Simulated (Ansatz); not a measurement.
**C₃H₉BO: a ladder of functionals and wavefunction methods**

Aim: compute C₃H₉BO with functionals from several rungs and with coupled cluster, and see how far each lands from CCSD(T) at the basis-set limit for the atomisation energy.

The runs use Ansatz 0.2.0, Gaussian basis; functionals in def2-TZVPP, the program's frozen cores in correlated methods.

Plan: LDA (SPW92), PBE-D4, revPBE-D4, BLYP-D4, r2SCAN-D4, B97M-V, PBE0-D4, B3LYP-D4, r2SCANh-D4, r2SCAN0-D4, HSE06-D4, BHLYP-D4, CAM-B3LYP-D4, LC-ωPBE, ωB97X-V, ωB97M-V, B2PLYP, PBE-QIDH; CCSD(T)/def2-SVP; CCSD(T)/def2-TZVPP; MP2/def2-QZVPP; extrapolation to the limit; RPA on PBE.

### 1 The relaxed structure

An earlier PBE0-D4 in a triple-zeta def2 set relaxation fixed the geometry.

SMILES `CBCCO`, 14 atoms, charge 0, spin multiplicity 1.

Atoms are counted from 1 here; the program's logs count them from 0.

Bond lengths: C1–B2 1.558 Å, C1–H6 1.091 Å, C1–H7 1.094 Å, C1–H8 1.102 Å, B2–C3 1.563 Å, B2–H9 1.204 Å, C3–C4 1.514 Å, C3–H10 1.102 Å, C3–H11 1.101 Å, C4–O5 1.414 Å, C4–H12 1.093 Å, C4–H13 1.100 Å, O5–H14 0.961 Å. Angles: B2–C1–H6 116.3°, B2–C1–H7 112.5°, B2–C1–H8 105.9°, H6–C1–H7 109.6°, H6–C1–H8 107.2°, H7–C1–H8 104.6°, C1–B2–C3 125.4°, C1–B2–H9 117.9°, C3–B2–H9 116.7°, B2–C3–C4 118.4°, B2–C3–H10 107.2°, B2–C3–H11 106.7°, C4–C3–H10 110.5°, C4–C3–H11 109.6°, H10–C3–H11 103.4°, C3–C4–O5 113.6°, C3–C4–H12 110.3°, C3–C4–H13 110.0° and more.

### 2 LDA

This LDA is Slater exchange with PW92 correlation.

in.yaml

```yaml
crystal:
  periodic: [false, false, false]
  atoms:
    - {symbol: C, position_ang: [-1.670838, -0.896901, 0.622875]}
    - {symbol: B, position_ang: [-0.124870, -1.075267, 0.688084]}
    - {symbol: C, position_ang: [0.923244, -0.141116, 0.001395]}
    - {symbol: C, position_ang: [0.425170, 1.099732, -0.709075]}
    - {symbol: O, position_ang: [1.438226, 1.799235, -1.405132]}
    - {symbol: H, position_ang: [-2.030840, 0.075174, 0.281663]}
    - {symbol: H, position_ang: [-2.161729, -1.159261, 1.564308]}
    - {symbol: H, position_ang: [-2.031051, -1.648227, -0.097595]}
    - {symbol: H, position_ang: [0.307239, -2.035948, 1.270226]}
    - {symbol: H, position_ang: [1.672124, 0.126058, 0.764493]}
    - {symbol: H, position_ang: [1.491527, -0.767089, -0.704550]}
    - {symbol: H, position_ang: [-0.313386, 0.830947, -1.468569]}
    - {symbol: H, position_ang: [-0.081738, 1.764734, 0.005197]}
    - {symbol: H, position_ang: [2.143925, 1.998629, -0.784619]}
basis:
  gaussian: {orbitals: def2-TZVPP}
hamiltonian: {xc: lda}
output: {orbitals: {seedname: orbitals}}
```

The runs that follow: PBE-D4 (GGA); revPBE-D4 (GGA); BLYP-D4 (GGA); r2SCAN-D4 (meta-GGA); B97M-V (meta-GGA); PBE0-D4 (hybrid); B3LYP-D4 (hybrid); r2SCANh-D4 (hybrid); r2SCAN0-D4 (hybrid); HSE06-D4 (hybrid); BHLYP-D4 (hybrid); CAM-B3LYP-D4 (range-separated); LC-ωPBE (range-separated); ωB97X-V (range-separated); ωB97M-V (range-separated); B2PLYP (double hybrid); PBE-QIDH (double hybrid); CCSD(T) in def2-SVP; CCSD(T) in def2-TZVPP; MP2 in def2-QZVPP; RPA on PBE orbitals.

Before running them: what should the planned runs give, taken together? Wanted: atomisation energy, CCSD(T)/CBS; farthest beyond LDA; mean size of error, GGA; mean size of error, meta-GGA; mean size of error, hybrid; mean size of error, range-separated; mean size of error, double hybrid; gap, smallest and largest; T1 diagnostic.

As calculated:

| quantity | value |
| --- | --- |
| atomisation energy, CCSD(T)/CBS | 5376.6 kJ/mol |
| functionals within 26.9 kJ/mol (0.5 %) | revPBE-D4, BLYP-D4, B97M-V, B3LYP-D4, r2SCANh-D4, LC-ωPBE, ωB97X-V, PBE-QIDH |
| farthest beyond LDA | BHLYP-D4 (-111.9 kJ/mol) |
| mean size of error, GGA | 44.3 kJ/mol |
| mean size of error, meta-GGA | 25.0 kJ/mol |
| mean size of error, hybrid | 39.4 kJ/mol |
| mean size of error, range-separated | 23.0 kJ/mol |
| mean size of error, double hybrid | 22.4 kJ/mol |
| gap, smallest and largest | 4.09 eV (LDA (SPW92)), 12.01 eV (LC-ωPBE) |
| T1 diagnostic | 0.0100 |
| triples share of the correlation energy | 3.6 % |

In words: LDA overbinds by 746.8 kJ/mol (14 %). PBE-D4 is off by +106.0 kJ/mol. Double hybrids carry the basis error of their MP2 part in triple zeta, and no dispersion term here, so their miss is partly the set-up's. The rungs double hybrid, range-separated, meta-GGA miss on average by less than the doubt on the reference (26.9 kJ/mol), so they tie. Misses under about 26.9 kJ/mol are within the doubt on the reference itself, which lacks core-valence correlation, relativity and higher excitations. Hartree-Fock recovers 75 % of the binding; the rest is correlation. CCSD(T) in def2-SVP is off by -225.8 kJ/mol, which most functionals beat. The gap grows from 4.1 to 12.0 eV across the functionals, mostly with the share of exact exchange.
